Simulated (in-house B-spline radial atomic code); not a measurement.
**Yb⁶⁺: density, ELF and screening along the radius**

How do the shells of Yb⁶⁺ show in real space, and how much do the settings move them?

The numbers are computed with in-house B-spline radial atomic code version 1 (several methods, spin-polarised, as named in each step; spherical all-electron atom at the radial basis limit), except any that are marked as measured or tabulated.

### 1 The atom as given

```
element       : ytterbium (Z = 70)
charge        : +6
electrons     : 64
configuration : [Kr] 4d10 4f12 5s2 5p4
nucleus       : point (non-relativistic runs) or finite (X2C runs)
```

The outer shells:

[Kr] 4d10 4f12 5s2 5p4
```
[Kr] core
4d [↑↓][↑↓][↑↓][↑↓][↑↓]
4f [↑↓][↑↓][↑↓][↑↓][↑↓][↑ ][↑ ]
5s [↑↓]
5p [↑↓][↑ ][↑ ]
```

Where spins are not typed, each open shell is filled with up spins first.

### 2 LDA (VWN5), non-rel.

Input settings:

```ini
Z = 70
electrons = 64.0
configuration = [Kr] 4d10 4f12 5s2 5p4
hamiltonian = nr
method = lda,vwn
spin_polarised = True
```

Run with:

```
python run_scf.py task.json out
```

task.json lists these runs, among others, and the program works through them in turn.

The program writes no log. Results of the run, from its result record (rounded, main fields):

```text
{
  "status": "converged",
  "scf [iteration, energy, orbital gradient]": [
    [1, -13316.8629639, 1.03],
    [2, -13329.2771176, 1.74],
    [3, -13376.8436965, 0.301],
    [4, -13377.8393058, 0.0935],
    [5, -13377.9606082, 0.0423],
    [6, -13377.9757777, 0.0169],
    [7, -13377.9826393, 0.00255],
    [8, -13377.9827332, 6.72e-05],
    [9, -13377.9827333, 1.87e-06],
    [10, -13377.9827333, 9.36e-08]
  ],
  "energy [hartree]": {"total": -13377.9827333, "kinetic": 13372.954178, "nuclear": -31648.9278985, "coulomb": 5167.05609155, "xc": -269.065104277},
  "orbitals [hartree, bohr; first row names the columns]": [
    ["name", "occ", "eps", "<r>", "<r^2>", "<1/r>", "r_max", "density_at_nucleus", "spin_orbit_zeta"],
    ["1s up", 1.0, -2087.55, 0.021664, 0.00062725, 69.413, 0.014371, 107350.0, "-"],
    ["1s down", 1.0, -2087.5429, 0.021664, 0.00062725, 69.413, 0.014371, 107350.0, "-"],
    ["2s up", 1.0, -341.47681, 0.091778, 0.0098741, 16.227, 0.078453, 11710.0, "-"],
    ["2s down", 1.0, -341.46985, 0.091776, 0.0098738, 16.227, 0.078453, 11710.0, "-"],
    ["2p up", 3.0, -326.67226, 0.077684, 0.0073129, 16.263, 0.060935, "-", 21.495],
    ["2p down", 3.0, -326.66461, 0.077683, 0.0073127, 16.263, 0.060935, "-", 21.495],
    ["3s up", 1.0, -79.026181, 0.23458, 0.062687, 6.1927, 0.21667, 2537.3, "-"],
    ["3s down", 1.0, -78.974934, 0.23452, 0.062655, 6.1946, 0.21663, 2538.9, "-"],
    ["3p up", 3.0, -72.245319, 0.2244, 0.058199, 6.1426, 0.20445, "-", 4.4965],
    ["3p down", 3.0, -72.19741, 0.22433, 0.058165, 6.1445, 0.20441, "-", 4.4996],
    ["3d up", 5.0, -59.563486, 0.19755, 0.045672, 6.0587, 0.1618, "-", 0.69924],
    ["3d down", 5.0, -59.526987, 0.19748, 0.045635, 6.0606, 0.16176, "-", 0.69976],
    ["4s up", 1.0, -17.814326, 0.52581, 0.3118, 2.6594, 0.48992, 606.24, "-"],
    ["4s down", 1.0, -17.733023, 0.52583, 0.31179, 2.6587, 0.48997, 605.71, "-"],
    ["4p up", 3.0, -15.054722, 0.53515, 0.32552, 2.5671, 0.49212, "-", 1.0098],
    ["4p down", 3.0, -14.973234, 0.53514, 0.32547, 2.5665, 0.49217, "-", 1.009],
    ["4d up", 5.0, -10.056701, 0.5581, 0.36087, 2.3654, 0.49177, "-", 0.13287],
    ["4d down", 5.0, -9.9743465, 0.55797, 0.36063, 2.3652, 0.49183, "-", 0.1328],
    ["4f up", 7.0, -3.6841658, 0.66022, 0.54225, 1.9118, 0.46674, "-", 0.016744],
    ["4f down", 5.0, -3.5963397, 0.65965, 0.54154, 1.9133, 0.46691, "-", 0.016782],
    ["5s up", 1.0, -4.6753856, 1.2179, 1.6551, 1.0796, 1.1201, 111.62, "-"],
    ["5s down", 1.0, -4.577398, 1.2213, 1.6658, 1.0771, 1.1202, 111.14, "-"],
    ["5p up", 3.0, -3.8477721, 1.3182, 1.9456, 0.98832, 1.1984, "-", 0.16433],
    ["5p down", 1.0, -3.7536441, 1.3251, 1.968, 0.98348, 1.2002, "-", 0.16258]
  ],
  "sum_r [bohr^k]": {"-1": 452.1275, "1": 29.96495, "2": 24.80914},
  "density_at_nucleus [bohr^-3]": 244631.4,
  "spin_density_at_nucleus [bohr^-3]": -1.15395,
  "mass_velocity [hartree]": -2014.155,
  "darwin [hartree]": 1432.388,
  "radius_at_0.001 [bohr]": 2.739,
  "radius_enclosing_fraction [bohr]": {"0.5": 0.3687, "0.9": 1.027, "0.99": 1.859},
  "slater [hartree]": {
    "F0(4f up,4f up)": 1.3945,
    "F2(4f up,4f up)": 0.67232,
    "F4(4f up,4f up)": 0.42363,
    "F6(4f up,4f up)": 0.30528,
    "F0(4f up,4f down)": 1.3952,
    "F2(4f up,4f down)": 0.67275,
    "F4(4f up,4f down)": 0.42394,
    "F6(4f up,4f down)": 0.30551,
    "F0(4f up,5p up)": 0.82789,
    "F2(4f up,5p up)": 0.26861,
    "G2(4f up,5p up)": 0.11659,
    "G4(4f up,5p up)": 0.095492,
    "F0(4f up,5p down)": 0.82476,
    "F2(4f up,5p down)": 0.2667,
    "F0(4f down,4f down)": 1.3959,
    "F2(4f down,4f down)": 0.67319,
    "F4(4f down,4f down)": 0.42424,
    "F6(4f down,4f down)": 0.30573,
    "F0(4f down,5p up)": 0.828,
    "F2(4f down,5p up)": 0.26834,
    "F0(4f down,5p down)": 0.82486,
    "F2(4f down,5p down)": 0.26644,
    "G2(4f down,5p down)": 0.1153,
    "G4(4f down,5p down)": 0.094388,
    "F0(5p up,5p up)": 0.68175,
    "F2(5p up,5p up)": 0.37232,
    "F0(5p up,5p down)": 0.68001,
    "F2(5p up,5p down)": 0.37105,
    "F0(5p down,5p down)": 0.67828,
    "F2(5p down,5p down)": 0.3698
  }
}
```

Wall time 0.41 s (1 thread, shared host).

radius_at_0.001 is where the density falls to 0.001 electrons per bohr³.

Fields along the radius, from the same record (one point in 2):

```csv
r (bohr),4πr²n (1/bohr),ELF,screened charge r·V (e),reduced gradient s,4πr²(n↑−n↓)
0.00340,22.09,0.9987,68.48,0.4227,0.00000
0.00513,39.51,0.9976,67.73,0.4564,0.0003025
0.00775,62.74,0.9934,66.64,0.5098,0.001817
0.0117,83.62,0.9720,65.10,0.5913,0.007849
0.0177,89.02,0.8207,62.96,0.6846,0.02732
0.0267,81.52,0.3945,60.08,0.6150,0.07193
0.0404,93.30,0.4247,56.17,0.3036,0.1231
0.0610,121.5,0.7179,51.11,0.3351,0.08375
0.0921,107.7,0.5040,44.97,0.4617,0.01280
0.139,102.7,0.4604,37.80,0.2342,0.3616
0.210,101.1,0.7049,29.99,0.4153,0.9498
0.317,55.50,0.2564,22.39,0.3603,2.462
0.480,64.87,0.7046,14.98,0.2647,3.561
0.725,32.81,0.4890,9.850,0.6165,2.254
1.09,12.39,0.3719,7.239,0.6133,2.751
1.65,3.896,0.5672,6.171,1.286,1.267
2.50,0.2372,0.08318,6.005,5.110,0.08546
3.77,0.001237,0.0001438,6.000,41.84,0.0004488
```

### 3 PBE, non-rel.

The settings differ from step 2 so:

```diff
@@ -4,3 +4,3 @@
 hamiltonian = nr
-method = lda,vwn
+method = pbe,pbe
 spin_polarised = True
```

Results of the run:

```text
{
  "status": "converged",
  "iterations": 10,
  "energy [hartree]": {"total": -13385.2979476, "kinetic": 13381.7807757, "nuclear": -31658.3289027, "coulomb": 5167.69759152, "xc": -276.447412096},
  "orbitals [hartree, bohr; first row names the columns]": [
    ["name", "occ", "eps", "<r>"],
    ["1s up", 1.0, -2089.2024, 0.021652],
    ["1s down", 1.0, -2089.1959, 0.021652],
    ["2s up", 1.0, -341.6824, 0.09173],
    ["2s down", 1.0, -341.67747, 0.091729],
    ["2p up", 3.0, -326.75567, 0.077666],
    ["2p down", 3.0, -326.74907, 0.077666],
    ["3s up", 1.0, -79.073082, 0.23436],
    ["3s down", 1.0, -79.023189, 0.2343],
    ["3p up", 3.0, -72.258006, 0.22426],
    ["3p down", 3.0, -72.211442, 0.22419],
    ["3d up", 5.0, -59.55637, 0.19748],
    ["3d down", 5.0, -59.521822, 0.1974],
    ["4s up", 1.0, -17.846084, 0.52531],
    ["4s down", 1.0, -17.765054, 0.52535],
    ["4p up", 3.0, -15.070718, 0.5348],
    ["4p down", 3.0, -14.989242, 0.53481],
    ["4d up", 5.0, -10.055408, 0.55793],
    ["4d down", 5.0, -9.9723916, 0.55775],
    ["4f up", 7.0, -3.6696658, 0.66058],
    ["4f down", 5.0, -3.5787825, 0.65916],
    ["5s up", 1.0, -4.6672979, 1.2183],
    ["5s down", 1.0, -4.5551979, 1.2218],
    ["5p up", 3.0, -3.8385317, 1.3191],
    ["5p down", 1.0, -3.7302803, 1.3268]
  ],
  "sum_r [bohr^k]": {"-1": 452.2618, "1": 29.96296, "2": 24.81231}
}
```

It took 0.22 s on 1 thread, shared host.

The record's radial tables, every 4th point:

```csv
r (bohr),4πr²n (1/bohr),ELF,screened charge r·V (e),reduced gradient s,4πr²(n↑−n↓)
0.00340,22.12,0.9987,68.48,0.4227,0.00000
0.00775,62.82,0.9934,66.64,0.5100,0.001789
0.0177,89.05,0.8205,62.96,0.6850,0.02706
0.0404,93.31,0.4248,56.17,0.3031,0.1220
0.0922,107.6,0.5026,44.95,0.4621,0.01282
0.210,101.2,0.7055,29.99,0.4159,0.9410
0.480,65.01,0.7054,14.97,0.2637,3.549
1.10,12.16,0.3794,7.201,0.6127,2.762
2.50,0.2405,0.08431,6.005,5.036,0.08583
```

### 4 Hartree-Fock, non-rel.

The settings differ from step 3 so:

```diff
@@ -4,3 +4,3 @@
 hamiltonian = nr
-method = pbe,pbe
+method = hf
 spin_polarised = True
```

Results of the run:

```text
{
  "status": "converged",
  "iterations": 11,
  "energy [hartree]": {"total": -13381.9834981, "kinetic": 13381.983485, "nuclear": -31661.7486897, "coulomb": 5169.59412834, "exact_exchange": -271.812421682},
  "orbitals [hartree, bohr; first row names the columns]": [
    ["name", "occ", "eps", "<r>"],
    ["1s up", 1.0, -2108.1107, 0.021651],
    ["1s down", 1.0, -2108.0971, 0.02165],
    ["2s up", 1.0, -349.55366, 0.091661],
    ["2s down", 1.0, -349.54257, 0.091657],
    ["2p up", 3.0, -333.7378, 0.077713],
    ["2p down", 3.0, -333.72212, 0.077713],
    ["3s up", 1.0, -82.815802, 0.23368],
    ["3s down", 1.0, -82.719995, 0.23354],
    ["3p up", 3.0, -75.557564, 0.22392],
    ["3p down", 3.0, -75.452389, 0.22379],
    ["3d up", 5.0, -62.200096, 0.19755],
    ["3d down", 5.0, -62.105109, 0.19731],
    ["4s up", 1.0, -19.696588, 0.52379],
    ["4s down", 1.0, -19.506803, 0.52398],
    ["4p up", 3.0, -16.681515, 0.53395],
    ["4p down", 3.0, -16.4671, 0.53484],
    ["4d up", 5.0, -11.2434, 0.55867],
    ["4d down", 5.0, -10.99471, 0.55836],
    ["4f up", 7.0, -4.2527786, 0.64987],
    ["4f down", 5.0, -4.110191, 0.64992],
    ["5s up", 1.0, -5.1505388, 1.2307],
    ["5s down", 1.0, -4.7854383, 1.2399],
    ["5p up", 3.0, -4.1282673, 1.3297],
    ["5p down", 1.0, -3.9453465, 1.3458]
  ],
  "sum_r [bohr^k]": {"-1": 452.3107, "1": 29.92098, "2": 24.76158}
}
```

Run time: 0.43 s. Hardware: 1 thread, shared host.

The record's radial tables, every 4th point:

```csv
r (bohr),4πr²n (1/bohr),ELF,screened charge r·V (e),reduced gradient s,4πr²(n↑−n↓)
0.00341,22.22,0.9987,68.47,0.4227,0.0001408
0.00779,63.14,0.9934,66.62,0.5106,0.002166
0.0178,89.00,0.8165,62.93,0.6863,0.02731
0.0407,93.80,0.4305,56.09,0.2995,0.1206
0.0930,106.9,0.4932,44.81,0.4621,0.005981
0.212,100.3,0.7039,29.80,0.4241,0.9590
0.485,65.26,0.7109,14.77,0.2685,3.625
1.11,11.67,0.3736,7.163,0.6238,2.716
2.53,0.2218,0.09597,6.005,5.234,0.07466
```

### 5 LDA (VWN5), X2C

Input settings:

```ini
Z = 70
electrons = 64.0
configuration = [Kr] 4d10 4f12 5s2 5p4
hamiltonian = x2c
method = lda,vwn
spin_polarised = True
nucleus = fermi
rms_radius = 5.3108
mass_number = 174
atomic_mass = 173.938867545
speed_of_light = 137.035999084
```

Results of the run:

```text
{
  "status": "converged",
  "iterations": 10,
  "energy [hartree]": {"total": -14040.5413229, "kinetic": 15601.3642985, "nuclear": -34674.4479748, "coulomb": 5317.38731693, "xc": -284.844963519},
  "orbitals [hartree, bohr; first row names the columns]": [
    ["name", "occ", "eps", "<r>"],
    ["1s up", 1.0, -2244.8953, 0.01891],
    ["1s down", 1.0, -2244.8875, 0.01891],
    ["2s up", 1.0, -383.23048, 0.082656],
    ["2s down", 1.0, -383.22413, 0.082655],
    ["2p up", 3.0, -339.27988, 0.073658],
    ["2p down", 3.0, -339.27205, 0.073658],
    ["3s up", 1.0, -89.078821, 0.21656],
    ["3s down", 1.0, -89.035901, 0.21651],
    ["3p up", 3.0, -75.756545, 0.21577],
    ["3p down", 3.0, -75.713286, 0.21571],
    ["3d up", 5.0, -59.039842, 0.19618],
    ["3d down", 5.0, -59.004963, 0.19611],
    ["4s up", 1.0, -20.283933, 0.48751],
    ["4s down", 1.0, -20.202247, 0.48751],
    ["4p up", 3.0, -15.876704, 0.5165],
    ["4p down", 3.0, -15.795556, 0.51644],
    ["4d up", 5.0, -9.9593165, 0.55684],
    ["4d down", 5.0, -9.8772384, 0.55658],
    ["4f up", 7.0, -3.4751525, 0.67993],
    ["4f down", 5.0, -3.3865123, 0.67912],
    ["5s up", 1.0, -5.1027548, 1.1353],
    ["5s down", 1.0, -5.0012246, 1.1374],
    ["5p up", 3.0, -3.955016, 1.2814],
    ["5p down", 1.0, -3.8580304, 1.2879]
  ],
  "sum_r [bohr^k]": {"-1": 510.7742, "1": 29.53473, "2": 24.0992}
}
```

Run time: 0.32 s. Hardware: 1 thread, shared host.

Fields along the radius, from the same record (one point in 4):

```csv
r (bohr),4πr²n (1/bohr),ELF,screened charge r·V (e),reduced gradient s,4πr²(n↑−n↓)
0.00337,43.63,0.9988,68.33,0.6656,0.00008
0.00767,85.91,0.9905,66.40,0.6426,0.003915
0.0175,91.18,0.6916,62.67,0.7461,0.04065
0.0398,103.1,0.5131,55.88,0.2846,0.1358
0.0905,103.7,0.4423,44.85,0.4777,0.01312
0.206,101.6,0.7078,30.07,0.4355,0.8294
0.469,64.80,0.7006,15.23,0.2660,3.427
1.07,13.42,0.4040,7.233,0.6187,2.935
2.43,0.2544,0.05445,6.005,4.962,0.09352
```

### 6 The runs side by side

| run | total energy (hartree) | highest level (eV) | radius holding 50 / 90 / 99 % (bohr) | radius at n = 0.001 (bohr) | ELF minima on the full grid (bohr) |
| --- | --- | --- | --- | --- | --- |
| LDA (VWN5), non-rel. | -13377.9827 | -97.861 | 0.369 / 1.03 / 1.86 | 2.74 | 0.033, 0.11, 0.32, 0.89 |
| PBE, non-rel. | -13385.2979 | -97.384 | 0.369 / 1.03 / 1.86 | 2.74 | 0.033, 0.11, 0.32, 0.89 |
| Hartree-Fock, non-rel. | -13381.9835 | -107.36 | 0.369 / 1.02 / 1.87 | 2.75 | 0.033, 0.11, 0.32, 0.90 |
| LDA (VWN5), X2C | -14040.5413 | -92.152 | 0.364 / 1.02 / 1.81 | 2.69 | 0.026, 0.11, 0.31, 0.87 |

In the first run ELF has 4 minima on the grid, which mark the borders between shells. On the record's full grid the screened charge (r times the electrostatic potential) falls from 69.9 near the nucleus to 6.00 at 4.6 bohr; far out it tends to the net charge, 6. The radius that holds 99 % of the electrons runs from 1.81 bohr (LDA (VWN5), X2C) to 1.87 bohr (Hartree-Fock, non-rel.). The grid is coarse (about 23 % a step), so the places of minima are rough. For X2C runs ELF uses the non-relativistic kinetic energy density, and the fields carry no picture-change correction.

Members of this set that are not shown: 6 used exact exchange with fractional occupations of an open shell, which is unsound here.
